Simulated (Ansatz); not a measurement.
A nudged elastic band was laid between two geometries of a periodic cell of 15 atoms, MoW14 (host W, host structure bcc, dopant Mo, one W atom removed).

Computed with Ansatz 0.2.0, DFT PBEsol, scalar-relativistic, plane waves, PAW. Settings: PAW set soft_1, cutoff 420 eV, k mesh 3x3x3, gaussian smearing 0.1 eV, no spin polarisation.

```
movable images  : 4
climbing image  : from the first iteration
spring          : 5.0 eV/Å²
optimiser       : quadratic models (default)
start path      : default
force threshold : 0.05 eV/Å
iteration limit : 50
end points      : relaxed
```

First end point:

```xyz
15
Lattice="6.3200 0.0000 0.0000 0.0000 6.3200 0.0000 0.0000 0.0000 6.3200" Properties=species:S:1:pos:R:3
Mo -0.012 0.008 -0.015
W 3.170 0.005 -0.011
W -0.009 3.146 -0.011
W -0.009 0.005 3.168
W 1.580 1.575 1.578
W 3.176 3.140 -0.015
W 3.176 0.009 3.174
W 4.743 1.573 1.578
W -0.012 3.140 3.174
W 1.579 4.738 1.576
W 1.581 1.573 4.741
W 3.171 3.145 3.168
W 4.741 4.736 1.578
W 1.580 4.736 4.738
W 4.743 4.735 4.741
```

Last end point:

Only the atoms that move by more than 0.05 Å are listed.
```
Mo1 -1.568 1.568 -1.568
```

Problem. What changes between the two ends?

Solution. Contacts lost: Mo1–W5, Mo1–W10, Mo1–W13, Mo1–W14. Contacts made: Mo1–W6, Mo1–W7, Mo1–W9, Mo1–W12. The atom that moves furthest is Mo1, by 2.70 Å; four of its nearest neighbours are W15 2.73, W11 2.73, W8 2.73, W13 2.74 Å at the first end and W2 2.73, W3 2.73, W4 2.73, W6 2.74 Å at the last.

Problem. Give the energies along the band, and the barrier.

Solution. It converged. The highest image is number 2 of 0 to 5, 1.35 eV above the ends, which have the same energy within 2 meV. The order of the stationary point at the top wasn't checked. Limits of this set-up: coarse k mesh, PAW files made for another functional, a small cell, in which the defect meets its images.

```
image  path coordinate (Å)  energy (eV)  Mo1–W5 (Å)  Mo1–W10 (Å)  Mo1–W13 (Å)
    0                 0.00         0.00        2.74         2.76         2.74
    1                 0.50         0.62        2.94         3.22         2.94
    2                 1.00         1.35        3.22         3.72         3.22
    3                 1.55         1.33        3.55         4.34         3.55
    4                 2.11         0.75        3.99         4.86         3.99
    5                 2.67         0.00        4.43         5.43         4.43
```

Problem. What is the geometry of the highest image?

Solution. 
```xyz
15
Lattice="6.3200 0.0000 0.0000 0.0000 6.3200 0.0000 0.0000 0.0000 6.3200" Properties=species:S:1:pos:R:3:forces:R:3
Mo -0.595 0.592 -0.596 0.01 -0.01 0.01
W 3.133 -0.021 0.017 -0.01 -0.01 0.01
W 0.018 3.185 0.017 0.01 0.01 0.01
W 0.018 -0.021 3.131 0.01 -0.01 -0.01
W 1.568 1.586 1.566 -0.01 0.00 -0.01
W 3.189 3.129 -0.016 0.01 -0.01 0.02
W 3.189 0.013 3.187 0.01 -0.02 0.01
W 4.706 1.611 1.636 -0.01 0.01 0.00
W -0.015 3.129 3.187 0.02 -0.01 0.01
W 1.551 4.767 1.549 -0.01 0.01 -0.01
W 1.637 1.611 4.705 0.00 0.01 -0.01
W 3.155 3.163 3.153 0.02 -0.02 0.02
W 4.731 4.750 1.566 0.00 0.01 -0.01
W 1.568 4.750 4.730 -0.01 0.01 0.00
W 4.706 4.680 4.705 -0.01 0.00 -0.01
```

The band took 8 iterations and roughly 30 core-minutes.

Run time: 8.8 min on 4 threads of Arm Neoverse V1 (shared host), peak memory 2.3 GiB.
